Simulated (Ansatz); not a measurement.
## CsAuBr₃, space group Pm-3m: a relaxation of cell and ions

Computed with Ansatz's Python interface.

`vcrelax_csaubr3.py`
```python
"""Relax cell and ions of CsAuBr3."""

import ansatz as az
from ase import Atoms
from ase.neighborlist import neighbor_list
import numpy as np

def edges_and_angles(cell):
    cell = np.asarray(cell)
    a, b, c = np.linalg.norm(cell, axis=1)
    cosines = cell[1] @ cell[2] / (b * c), cell[0] @ cell[2] / (a * c), cell[0] @ cell[1] / (a * b)
    return (a, b, c, *np.degrees(np.arccos(cosines)))


def main() -> None:
    csaubr3 = (
        az.Lattice.of([5.47254, 0.0, 0.0], [0.0, 5.47254, 0.0], [0.0, 0.0, 5.47254])
        .atom("Cs", [0.5, 0.5, 0.5])
        .atom("Au", [0.0, 0.0, 0.0])
        .atom("Br", [0.0, 0.0, 0.5])
        .atom("Br", [0.5, 0.0, 0.0])
        .atom("Br", [0.0, 0.5, 0.0])
    )

    # edges free, angles fixed
    calculation = (
        csaubr3.calculation()
        .accuracy("low")
        .basis(12 * az.Ha)
        .occupations("gaussian", width=0.15)
        .functional("LDA")
        .kpoints(mesh=(5, 5, 5), center="monkhorst-pack")
        .relax(density_extrapolation="transplant", fix_cell=["angles"])
    )
    steps = []


    def follow(event):
        if event["event"] != "relax_step":
            return
        row = event["data"]
        steps.append(row)
        print(f"step {row['step']:3d}  E = {row['lagrangian_ev']:.5f} eV  largest force component = {row['allowed_force_max_ev_ang']:.4f} eV/A  P = {row['pressure_gpa']:.3f} GPa")


    outcome = calculation.session().plan(threads=1).execute(on_event=follow)
    summary = outcome.report

    first, last = steps[0], steps[-1]
    symbols = [site.symbol for site in outcome.lattice.sites]
    print(f"energy gained {first['lagrangian_ev'] - last['lagrangian_ev']:.4f} eV in {len(steps) - 1} steps")
    for label, vectors in (("before", first["cell_ang"]), ("after", outcome.lattice.cell_ang)):
        print(label, "a b c (A) {:.4f} {:.4f} {:.4f}  angles {:.2f} {:.2f} {:.2f}".format(*edges_and_angles(vectors)), f" V = {abs(np.linalg.det(vectors)):.3f} A^3")
    print("final stress xx yy zz (GPa, compression positive):", np.round(np.diag(summary["stress_gpa"]), 3) + 0.0)

    print("relaxed fractional positions")
    for site in outcome.lattice.sites:
        print(f"  {site.symbol:2s}", " ".join(f"{v % 1:8.5f}" for v in np.round(site.position_frac, 5)))

    print("atom   start x y z (A)              end x y z (A)")
    for symbol, a, b in zip(symbols, first["positions_ang"], last["positions_ang"]):
        print(f"{symbol:3s}", " ".join(f"{v:8.4f}" for v in a), "  ", " ".join(f"{v:8.4f}" for v in b))

    change = np.array(last["positions_ang"]) @ np.linalg.inv(last["cell_ang"]) - np.array(first["positions_ang"]) @ np.linalg.inv(first["cell_ang"])
    moved = np.linalg.norm(change @ np.array(last["cell_ang"]), axis=1)
    print("displacement within the cell, strain taken out (A):", " ".join(f"{s}:{d:.3f}" for s, d in zip(symbols, moved)))

    final = Atoms(symbols, positions=last["positions_ang"], cell=outcome.lattice.cell_ang, pbc=True)
    i, j, d = neighbor_list("ijd", final, 4.5)
    print("neighbours within 1.1 times the shortest distance of each atom (A)")
    for atom in range(len(final)):
        near = [m for m in np.argsort(d) if i[m] == atom]
        shell = [m for m in near if d[m] < 1.1 * d[near[0]]]
        print(f"{symbols[atom]}{atom} ({len(shell)}):", ", ".join(f"{symbols[j[m]]} {d[m]:.3f}" for m in shell))

    for key in ("converged", "n_iterations", "n_electrons", "n_kpoints", "n_pw", "n_symmetry_ops", "free_energy_ev", "fermi_energy_ev"):
        print(f"{key:18s} {summary[key]}")


if __name__ == "__main__":
    main()
```

Running `python vcrelax_csaubr3.py` prints:
```text
DeckWarning: basis.ecutwfc = 326.536634951856 eV is below the records' recommended 420 eV, and the density's cutoff is lower with it unless basis.ecutrho_ratio is high enough to keep the records' density cutoff: compare with a run at a higher cutoff
step   1  E = -26455.48633 eV  largest force component = 0.0000 eV/A  P = -4.007 GPa
step   2  E = -26455.77706 eV  largest force component = 0.0000 eV/A  P = -0.297 GPa
step   3  E = -26455.78266 eV  largest force component = 0.0000 eV/A  P = 0.055 GPa
step   4  E = -26455.78197 eV  largest force component = 0.0000 eV/A  P = 0.000 GPa
step   5  E = -26455.74262 eV  largest force component = 0.0000 eV/A  P = -0.482 GPa
step   6  E = -26455.75125 eV  largest force component = 0.0000 eV/A  P = 0.029 GPa
step   7  E = -26455.74642 eV  largest force component = 0.0000 eV/A  P = -0.014 GPa
energy gained 0.2601 eV in 6 steps
before a b c (A) 5.4725 5.4725 5.4725  angles 90.00 90.00 90.00  V = 163.895 A^3
after a b c (A) 5.2609 5.2609 5.2609  angles 90.00 90.00 90.00  V = 145.610 A^3
final stress xx yy zz (GPa, compression positive): [-0.014 -0.014 -0.014]
relaxed fractional positions
  Cs  0.50000  0.50000  0.50000
  Au  0.00000  0.00000  0.00000
  Br  0.00000  0.00000  0.50000
  Br  0.50000  0.00000  0.00000
  Br  0.00000  0.50000  0.00000
atom   start x y z (A)              end x y z (A)
Cs    2.7363   2.7363   2.7363      2.6305   2.6305   2.6305
Au    0.0000   0.0000   0.0000      0.0000   0.0000  -0.0000
Br    0.0000   0.0000   2.7363      0.0000   0.0000   2.6305
Br    2.7363   0.0000   0.0000      2.6305   0.0000  -0.0000
Br    0.0000   2.7363   0.0000      0.0000   2.6305  -0.0000
displacement within the cell, strain taken out (A): Cs:0.000 Au:0.000 Br:0.000 Br:0.000 Br:0.000
neighbours within 1.1 times the shortest distance of each atom (A)
Cs0 (12): Br 3.720, Br 3.720, Br 3.720, Br 3.720, Br 3.720, Br 3.720, Br 3.720, Br 3.720, Br 3.720, Br 3.720, Br 3.720, Br 3.720
Au1 (6): Br 2.630, Br 2.630, Br 2.630, Br 2.630, Br 2.630, Br 2.630
Br2 (2): Au 2.630, Au 2.630
Br3 (2): Au 2.630, Au 2.630
Br4 (2): Au 2.630, Au 2.630
converged          True
n_iterations       6
n_electrons        49.0
n_kpoints          10
n_pw               1935
n_symmetry_ops     48
free_energy_ev     -26455.74642338278
fermi_energy_ev    5.8674265828423495
```
(Warnings from the package without file and line.)

Notes:
- The settings weren't tested for convergence.
- The cutoff lies under the one recommended for these potentials.
- The cell holds an odd number of electrons and is run without spin, so a magnetic state may lie lower.
- Forces vanish by symmetry, so the ions can't move, and the end may be a saddle.
- Under the recommended cutoff a pressure can be off by several GPa, even in sign.
- The mesh is modest for a metal, so energies can be off by several to tens of meV an atom and pressures by half a GPa or more; differences at equal mesh fare better.
- An absolute Fermi energy rests on an arbitrary zero of the periodic potential and has no direct meaning.
- Energies along a relaxation are free energies. Rows at an unchanged volume are solved on a plane-wave basis chosen afresh for that cell, so the energy jumps there and such rows are no steps of the walk.
- Spin-orbit coupling, which matters for elements this heavy, is left out.
- This cell is a computed structure, which may not be the phase found in nature.
- Timing: 9.5 s on 1 thread of Intel(R) Xeon(R) Platinum 8488C (Sapphire Rapids) (shared host), peak memory 0.5 GiB.
